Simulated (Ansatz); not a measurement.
This script makes an atomisation energy of CH₃Ag, SMILES [CH3][Ag] with Ansatz 0.2.0 through its Python package.

`ch3ag.py`
```python
# -*- coding: utf-8 -*-
"""Atomisation energy of CH3Ag at the given geometry."""

from collections import Counter

import ansatz as az


def total_energy(molecule, charge=0, unpaired=0):
    calc = molecule.calculation().basis(gaussian="x2c-TZVPPall").functional("pbe").accuracy("high")
    if charge:
        calc = calc.charge(charge)
    if unpaired:
        calc = calc.spin("collinear", total=unpaired)
    report = calc.run().report
    if report["published_state_doubts"]:
        print("  doubts:", report["published_state_doubts"])
    return report["free_energy_ev"]


def main():
    mol = (
        az.Crystal.molecule()
        .atom("C", [-0.1436, 0.0601, -0.1401])
        .atom("Ag", [1.763, -0.7992, 0.7827])
        .atom("H", [-0.8545, -0.0973, 0.7246])
        .atom("H", [-0.5307, -0.425, -1.0319])
        .atom("H", [-0.1843, 1.1878, -0.3767])
    )

    # Hund ground states
    unpaired = {"C": 2, "Ag": 1, "H": 1}
    counts = Counter(site.symbol for site in mol.cartesian_sites)
    atom_energy = {s: total_energy(az.Crystal.molecule().atom(s, (0, 0, 0)), 0, unpaired[s]) for s in counts}
    whole = total_energy(mol, 0, 0)
    for s, e in atom_energy.items():
        print(f"{s:2s} x{counts[s]}  {e:14.5f} eV")
    print(f"CH3Ag: {whole:.5f} eV")
    split = sum(counts[s] * e for s, e in atom_energy.items()) - whole
    print(f"atomisation energy (no zero-point term): {96.485332 * split:.1f} kJ/mol, {split / sum(counts.values()):.3f} eV an atom")


if __name__ == "__main__":
    main()
```

What does it cost to take this molecule apart into atoms?

1464.4 kJ/mol from the electronic energies, without the zero-point term.

The run itself:

```console
$ python ch3ag.py
C  x1     -1028.90225 eV
Ag x1   -144630.62968 eV
H  x3       -13.59544 eV
CH3Ag: -145715.49573 eV
atomisation energy (no zero-point term): 1464.4 kJ/mol, 3.035 eV an atom
```

Caveats:
- The settings weren't tested for convergence.
- The geometry is a force-field or estimated start, not a minimum of this method, and the basis set is short of its limit. All parts are taken at fixed geometry, without zero-point energy.
- This functional overbinds, so such energies come out a few per cent too high (LDA far more).
- The spin-orbit lowering of heavy atoms is left out.
- Hardware and time: 22 s on 1 thread of Arm Neoverse V1 (shared host), peak memory 0.52 GiB.
